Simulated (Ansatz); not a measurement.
**RbAs4BrO6: a short molecular-dynamics run**

Aim: set RbAs4BrO6 (a randomly packed cell, 12 atoms, not relaxed) in motion for 20 steps of 0.5 fs at constant energy, with velocities drawn for 100 K, and see how temperature, energy and positions respond.

Program: Ansatz 0.2.0. Level of theory: DFT PBE, plane waves, PAW, scalar-relativistic, no spin polarisation. These are calculated values, not measurements.

## (1) Starting point

The cell holds 12 atoms (As4BrO6Rb): a = 5.553 Å, b = 6.980 Å, c = 6.243 Å, α = 97.13°, β = 77.02°, γ = 98.67°.

As a file:

```
CELL_PARAMETERS angstrom
5.48946 -0.69478 0.46386
-0.07728 6.82559 -1.46008
0.96645 0.53323 6.14507
ATOMIC_POSITIONS crystal
As 0.66914 0.85254 0.22543
As 0.67156 0.57264 0.60886
As 0.05194 0.78805 0.82723
As 0.06717 0.21107 0.28387
Br 0.86383 0.49090 0.11150
O 0.26051 0.91125 0.18076
O 0.48074 0.16087 0.32369
O 0.11214 0.56396 0.43679
O 0.32357 0.43604 0.02708
O 0.17430 0.31223 0.73539
O 0.16936 0.00337 0.53003
Rb 0.62479 0.09699 0.76995
```

## (2) Molecular dynamics

input.yaml reads:

```yaml
crystal:
  lattice:
    - [5.489464, -0.694782, 0.463857]
    - [-0.077279, 6.825587, -1.460075]
    - [0.96645, 0.533229, 6.145066]
  atoms:
    - { symbol: As, position: [0.669138, 0.852535, 0.225431] }
    - { symbol: As, position: [0.671561, 0.57264, 0.608857] }
    - { symbol: As, position: [0.051941, 0.788049, 0.827229] }
    - { symbol: As, position: [0.06717, 0.211068, 0.283872] }
    - { symbol: Br, position: [0.86383, 0.490896, 0.111502] }
    - { symbol: O, position: [0.260513, 0.911248, 0.180761] }
    - { symbol: O, position: [0.480741, 0.160872, 0.323687] }
    - { symbol: O, position: [0.11214, 0.563959, 0.436788] }
    - { symbol: O, position: [0.323568, 0.436037, 0.027084] }
    - { symbol: O, position: [0.174298, 0.312228, 0.735388] }
    - { symbol: O, position: [0.169355, 0.003367, 0.53003] }
    - { symbol: Rb, position: [0.624786, 0.096989, 0.769949] }
kpoints:
  mp_grid: { grid: [3, 2, 3] }
magnetization:
  spin_polarized: false
scf:
  occupations: { method: gaussian, width: 0.1 }
hamiltonian:
  pseudopotentials: { kind: paw }
  xc: pbe
basis:
  ecutwfc: 420
md:
  timestep: 0.5
  n_steps: 20
  ensemble: nve
  temperature: 100.0
  initial_velocities: maxwell_boltzmann
  seed: 767957
```

Command:

```
> ansatz run input.yaml --threads 2 --pin off --max-ram 2560MiB --backend cpu --events-out ev --progress --plain --runs-dir out
```

Standard output (excerpt; [...] marks lines left out):

```text
Warning: md: disabling space-group detection — thermal motion breaks the input geometry's symmetry, so no spatial operation reduces the k-mesh or symmetrises the density; time reversal is kept, so that k and −k are solved as one point where they differ and the mesh holds both, and exact [...]
Warning: RAYON_NUM_THREADS=2 ignored (pool sized by the plan → 2); use --threads N
[...]
Pseudopotentials: kind: paw
Pseudopotential: As, paw, valence charge 15, recommended cutoff 420 eV (normal), As.paw.azcp
Pseudopotential: Br, paw, valence charge 7, recommended cutoff 420 eV (normal), Br.paw.azcp
Pseudopotential: O, paw, valence charge 6, recommended cutoff 420 eV (normal), O.paw.azcp
Pseudopotential: Rb, paw, valence charge 9, recommended cutoff 420 eV (normal), Rb.paw.azcp
Functional definition: PBE
[...]
Crystal: 12 atoms, lattice volume = 232.094 Å³
Basis set: ecut = 420 eV, 4549 PW (Γ), exchange–correlation on 80×96×90 points (8 copies of the dense FFT grid, shifted against one another)
Bands: 68, of which v1, the nominal top of the filled ones, is band 56 counted from 1 (55 counted from 0)
Symmetry: 1 space group operations
k-points: 10 of 18 (time reversal used)
[...]
SCF iter   1: F=—  HF=-28856.417177 eV  |F-HF|=—  |Δ(HF+E_count)|=         —  Δρ=1.13e-2  dr2=2.71e-1  ethr=1.77e-3  ⟨swp⟩=7.0  Hψ=2584  notcnv=0
[...]
md step     0: t =     0.00 fs  T =   100.0 K  F+E_penalty+E_count = -28856.38677938 eV  E_kin = 0.142186 eV  conserved = -28856.24459338 eV  (12 SCF iters)
[...]
md step     4: t =     2.00 fs  T =   140.1 K  F+E_penalty+E_count = -28856.44379049 eV  E_kin = 0.199204 eV  conserved = -28856.24458686 eV  (8 SCF iters)
[...]
md step     5: t =     2.50 fs  T =   157.0 K  F+E_penalty+E_count = -28856.46779396 eV  E_kin = 0.223210 eV  conserved = -28856.24458395 eV  (2 SCF iters)
SCF iter   1: F=—  HF=-28856.495776 eV  |F-HF|=—  |Δ(HF+E_count)|=         —  Δρ=6.04e-6  dr2=5.76e-8  ethr=3.20e-10  ⟨swp⟩=1.0  Hψ=870  notcnv=0  defer=11
```

## (3) The output, continued

The log, continued (excerpt; [...] marks lines left out):

```text
[...]
SCF iter   2: F=-28856.495776 eV  HF=-28856.495776 eV  |F-HF|=9.58e-9  |Δ(HF+E_count)|=   1.42e-8  Δρ=2.69e-6  dr2=1.15e-8  ethr=1.07e-11  ⟨swp⟩=3.0  Hψ=2483  notcnv=0
[...]
md step     6: t =     3.00 fs  T =   176.7 K  F+E_penalty+E_count = -28856.49577625 eV  E_kin = 0.251196 eV  conserved = -28856.24458067 eV  (2 SCF iters)
[...]
md step     9: t =     4.50 fs  T =   252.9 K  F+E_penalty+E_count = -28856.60416321 eV  E_kin = 0.359595 eV  conserved = -28856.24456800 eV  (3 SCF iters)
[...]
md step    12: t =     6.00 fs  T =   356.0 K  F+E_penalty+E_count = -28856.75072471 eV  E_kin = 0.506174 eV  conserved = -28856.24455112 eV  (3 SCF iters)
[...]
md step    15: t =     7.50 fs  T =   487.7 K  F+E_penalty+E_count = -28856.93791903 eV  E_kin = 0.693388 eV  conserved = -28856.24453055 eV  (3 SCF iters)
[...]
md step    20: t =    10.00 fs  T =   776.7 K  F+E_penalty+E_count = -28857.34879987 eV  E_kin = 1.104311 eV  conserved = -28856.24448845 eV  (10 SCF iters)
SCF converged after 10 iterations
Free energy (F): -28857.348800 eV
[...]
E sigma→0 (E₀):  -28857.317162 eV
Entropy (-TS):   -0.063276 eV (-5.273 meV/atom)
Fermi energy:    5.131128 eV
[...]
--- Forces (eV/Å), atoms counted from 1 ---
  atom   1  As    -1.70757858     1.12028551    -0.36409121
  atom   2  As     2.24270869    -0.23009933    -0.82196468
  atom   3  As    -0.67564329    -0.01146916    -0.98215404
  atom   4  As     3.86253341     0.02232087     0.25205062
  atom   5  Br    -0.97428560     0.84720158    -0.60653400
  atom   6  O      0.04189833    -0.27726132    -0.96295816
  atom   7  O      0.75777436    -0.09705651    -0.23039422
  atom   8  O     -2.28920892    -0.47868732     1.68302940
[...]
--- MD trajectory: 20 steps, t = 0.0 → 10.0 fs ---
  final state: T = 776.7 K   F+E_penalty+E_count = -28857.34879987 eV   E_kin = 1.104311 eV
  conserved energy: peak-to-peak 1.049e-4 eV (8.744e-6 eV/atom) over 10.0 fs
```

Wall time 89 s (2 threads of Arm Neoverse V2, shared host); peak memory 0.7 GiB.

## (4) Frames and traces

One step in 2; energies are changes from step 0; msd is the mean square displacement from the start, the centre of mass held:

```
time (fs)  T (K)  potential energy change (meV/atom)  total energy change (meV/atom)  msd O (Å²)  msd As (Å²)  msd Rb (Å²)  msd Br (Å²)
      0.0    100                                 0.0                            0.00       0.000        0.000        0.000        0.000
      1.0    115                                -1.7                            0.00       0.000        0.000        0.000        0.000
      2.0    140                                -4.8                            0.00       0.000        0.000        0.000        0.000
      3.0    177                                -9.1                            0.00       0.000        0.000        0.000        0.000
      4.0    225                               -14.8                            0.00       0.000        0.000        0.000        0.000
      5.0    284                               -21.8                            0.00       0.001        0.000        0.000        0.000
      6.0    356                               -30.3                            0.00       0.001        0.000        0.000        0.000
      7.0    440                               -40.3                            0.00       0.002        0.000        0.000        0.000
      8.0    538                               -51.9                            0.01       0.003        0.000        0.000        0.000
      9.0    650                               -65.2                            0.01       0.004        0.001        0.000        0.000
     10.0    777                               -80.2                            0.01       0.006        0.001        0.000        0.000
```

time (fs), T (K) and a bar:
```
      0.0        100 
      0.5        106 
      1.0        115 #
      1.5        126 #
      2.0        140 ##
      2.5        157 ###
      3.0        177 ###
      3.5        199 ####
      4.0        225 ######
      4.5        253 #######
      5.0        284 ########
      5.5        319 ##########
      6.0        356 ###########
      6.5        397 #############
      7.0        440 ###############
      7.5        488 #################
      8.0        538 ###################
      8.5        592 ######################
      9.0        650 ########################
      9.5        711 ###########################
     10.0        777 ##############################
```

Pair distribution over the second half of the run:

```
r (Å)  g O–O  g As–O
 0.68   0.00    0.00
 0.84   0.00    0.00
 1.00   0.00    0.00
 1.16   0.00    0.00
 1.32   0.00    0.00
 1.48   0.00    0.00
 1.64   0.00    0.00
 1.80   0.00    0.00
 1.96   0.25    0.00
 2.12   3.23    0.00
 2.28   3.64    0.08
 2.44   0.69    6.77
 2.60   0.00    0.38
```

First peaks of g(r) (not always the tallest), and, where a minimum follows, the mean number of second-named atoms round a first-named one up to the next minimum:

```
pair  peak (Å)  height  minimum (Å)  neighbours
 O–O      2.20     4.7            -           -
```

## (5) Positions and forces

Positions (Å) and forces (eV/Å):

```xyz
12
Lattice="5.489 -0.695 0.464 -0.077 6.826 -1.460 0.966 0.533 6.145" Properties=species:S:1:pos:R:3:forces:R:3 pbc="T T T" time_fs=1.0 T=115 dE=-0.0208
As    3.824    5.476    0.451   -1.420    0.842   -0.201
As    4.230    3.765    3.217    2.034   -0.119   -0.712
As    1.023    5.785    3.956   -0.761   -0.164   -1.135
As    0.628    1.544    1.468    3.912    0.304    0.189
Br    4.812    2.810    0.370   -0.872    0.696   -0.643
O     1.537    6.131   -0.104   -0.172   -0.159   -0.887
O     2.940    0.938    1.977    0.874   -0.061   -0.282
O     0.996    4.002    1.914   -2.119   -0.462    1.681
O     1.768    2.763   -0.325   -1.086   -1.763   -0.499
O     1.643    2.403    4.146    0.975   -0.262    1.077
O     1.441    0.191    3.330   -1.007    0.575    1.300
Rb    4.166    0.640    4.880   -0.360    0.572    0.112
12
Lattice="5.489 -0.695 0.464 -0.077 6.826 -1.460 0.966 0.533 6.145" Properties=species:S:1:pos:R:3:forces:R:3 pbc="T T T" time_fs=2.5 T=157 dE=-0.0810
As    3.823    5.479    0.450   -1.459    0.872   -0.225
As    4.231    3.762    3.217    2.033   -0.129   -0.713
As    1.022    5.787    3.955   -0.753   -0.154   -1.104
As    0.630    1.541    1.469    3.913    0.276    0.203
Br    4.813    2.810    0.371   -0.877    0.715   -0.633
O     1.541    6.125   -0.112   -0.142   -0.187   -0.902
O     2.943    0.940    1.975    0.864   -0.057   -0.269
O     0.996    3.997    1.918   -2.126   -0.475    1.672
O     1.766    2.756   -0.332   -1.104   -1.781   -0.563
O     1.643    2.405    4.150    1.023   -0.220    1.133
O     1.439    0.196    3.330   -1.013    0.572    1.286
Rb    4.165    0.642    4.880   -0.360    0.566    0.113
12
Lattice="5.489 -0.695 0.464 -0.077 6.826 -1.460 0.966 0.533 6.145" Properties=species:S:1:pos:R:3:forces:R:3 pbc="T T T" time_fs=4.0 T=225 dE=-0.1771
As    3.821    5.482    0.450   -1.502    0.909   -0.250
As    4.231    3.760    3.218    2.047   -0.142   -0.720
As    1.021    5.788    3.953   -0.742   -0.138   -1.074
As    0.633    1.539    1.471    3.912    0.240    0.214
Br    4.814    2.811    0.372   -0.887    0.737   -0.625
O     1.545    6.119   -0.121   -0.109   -0.211   -0.918
O     2.946    0.942    1.974    0.851   -0.056   -0.258
O     0.994    3.991    1.924   -2.143   -0.485    1.668
O     1.763    2.747   -0.340   -1.131   -1.810   -0.635
O     1.644    2.406    4.155    1.082   -0.166    1.207
O     1.435    0.201    3.332   -1.018    0.562    1.278
Rb    4.163    0.644    4.881   -0.359    0.559    0.113
12
Lattice="5.489 -0.695 0.464 -0.077 6.826 -1.460 0.966 0.533 6.145" Properties=species:S:1:pos:R:3:forces:R:3 pbc="T T T" time_fs=5.0 T=284 dE=-0.2619
As    3.819    5.484    0.450   -1.533    0.937   -0.268
As    4.232    3.758    3.217    2.064   -0.153   -0.730
As    1.020    5.789    3.952   -0.733   -0.123   -1.056
As    0.636    1.537    1.472    3.910    0.213    0.220
Br    4.814    2.811    0.373   -0.897    0.754   -0.620
O     1.547    6.114   -0.128   -0.086   -0.225   -0.928
O     2.949    0.943    1.972    0.841   -0.059   -0.252
O     0.990    3.987    1.929   -2.160   -0.489    1.667
O     1.759    2.740   -0.345   -1.154   -1.836   -0.689
O     1.646    2.407    4.160    1.128   -0.123    1.267
O     1.432    0.206    3.334   -1.021    0.551    1.275
Rb    4.163    0.645    4.881   -0.358    0.554    0.113
12
Lattice="5.489 -0.695 0.464 -0.077 6.826 -1.460 0.966 0.533 6.145" Properties=species:S:1:pos:R:3:forces:R:3 pbc="T T T" time_fs=6.0 T=356 dE=-0.3639
As    3.817    5.487    0.449   -1.565    0.968   -0.286
As    4.233    3.756    3.217    2.087   -0.165   -0.742
As    1.019    5.790    3.951   -0.724   -0.106   -1.039
As    0.639    1.536    1.473    3.907    0.182    0.226
Br    4.814    2.811    0.373   -0.908    0.771   -0.615
O     1.549    6.110   -0.135   -0.062   -0.238   -0.938
O     2.953    0.944    1.971    0.828   -0.063   -0.247
O     0.986    3.983    1.936   -2.181   -0.492    1.668
O     1.756    2.731   -0.352   -1.181   -1.867   -0.747
O     1.648    2.407    4.165    1.179   -0.074    1.336
O     1.429    0.210    3.337   -1.023    0.535    1.273
Rb    4.162    0.647    4.882   -0.356    0.548    0.112
12
Lattice="5.489 -0.695 0.464 -0.077 6.826 -1.460 0.966 0.533 6.145" Properties=species:S:1:pos:R:3:forces:R:3 pbc="T T T" time_fs=7.5 T=488 dE=-0.5511
As    3.814    5.490    0.449   -1.616    1.019   -0.314
As    4.236    3.753    3.217    2.133   -0.186   -0.767
As    1.018    5.792    3.948   -0.707   -0.076   -1.015
As    0.645    1.534    1.474    3.897    0.129    0.234
Br    4.814    2.812    0.374   -0.929    0.799   -0.610
O     1.553    6.103   -0.147   -0.024   -0.255   -0.952
O     2.959    0.945    1.969    0.806   -0.072   -0.240
O     0.976    3.976    1.947   -2.218   -0.492    1.672
O     1.748    2.717   -0.362   -1.230   -1.921   -0.846
O     1.653    2.408    4.174    1.266    0.014    1.457
O     1.422    0.218    3.343   -1.024    0.502    1.271
Rb    4.160    0.649    4.882   -0.353    0.538    0.110
12
Lattice="5.489 -0.695 0.464 -0.077 6.826 -1.460 0.966 0.533 6.145" Properties=species:S:1:pos:R:3:forces:R:3 pbc="T T T" time_fs=9.0 T=650 dE=-0.7820
As    3.811    5.495    0.448   -1.670    1.077   -0.344
As    4.238    3.751    3.216    2.194   -0.211   -0.798
As    1.016    5.793    3.946   -0.689   -0.039   -0.994
As    0.652    1.532    1.475    3.880    0.068    0.244
Br    4.814    2.813    0.375   -0.955    0.828   -0.607
O     1.556    6.095   -0.161    0.015   -0.269   -0.960
O     2.966    0.947    1.966    0.779   -0.086   -0.234
O     0.964    3.969    1.961   -2.259   -0.486    1.678
O     1.740    2.699   -0.373   -1.288   -1.984   -0.959
O     1.660    2.409    4.186    1.363    0.121    1.600
O     1.414    0.226    3.351   -1.022    0.455    1.269
Rb    4.159    0.652    4.883   -0.348    0.526    0.107
12
Lattice="5.489 -0.695 0.464 -0.077 6.826 -1.460 0.966 0.533 6.145" Properties=species:S:1:pos:R:3:forces:R:3 pbc="T T T" time_fs=10.0 T=777 dE=-0.9620
As    3.808    5.497    0.447   -1.708    1.120   -0.364
As    4.240    3.749    3.216    2.243   -0.230   -0.822
As    1.015    5.794    3.944   -0.676   -0.011   -0.982
As    0.658    1.530    1.477    3.863    0.022    0.252
Br    4.814    2.814    0.375   -0.974    0.847   -0.607
O     1.558    6.090   -0.170    0.042   -0.277   -0.963
O     2.971    0.948    1.964    0.758   -0.097   -0.230
O     0.954    3.963    1.971   -2.289   -0.479    1.683
O     1.733    2.686   -0.381   -1.331   -2.030   -1.045
O     1.665    2.410    4.195    1.434    0.203    1.708
O     1.408    0.232    3.357   -1.018    0.416    1.266
Rb    4.158    0.654    4.884   -0.344    0.516    0.104
```

## (6) Summary of results

```
                             quantity                                     value
                               length                        20 steps of 0.5 fs
     temperature, first and last step                             100 and 777 K
             temperature, second half             mean 505 K, from 284 to 777 K
        potential energy, second half               -48 meV/atom from the start
   largest change of the total energy                             0.01 meV/atom
mean square displacement, second half  O 0.003, As 0.000, Rb 0.000, Br 0.000 Å²
```

In words: The temperature starts at 100 K and averages 505 K in the second half, where it still rises, from 284 to 777 K; the start was no minimum (force components up to 3.9 eV/Å), and the potential energy that it sheds (48 meV/atom) turns into motion. The total energy strays from its start by at most 0.01 meV/atom, under 0.1 % of the mean kinetic energy, so a step of 0.5 fs is short enough over this time. Over the second half O atoms stand 0.1 Å (root mean square) from where they began, and the farthest move is 0.1 Å. A run of 10 fs with 12 atoms shows the motion but fixes no equilibrium value. The k-mesh is coarse for this cell.
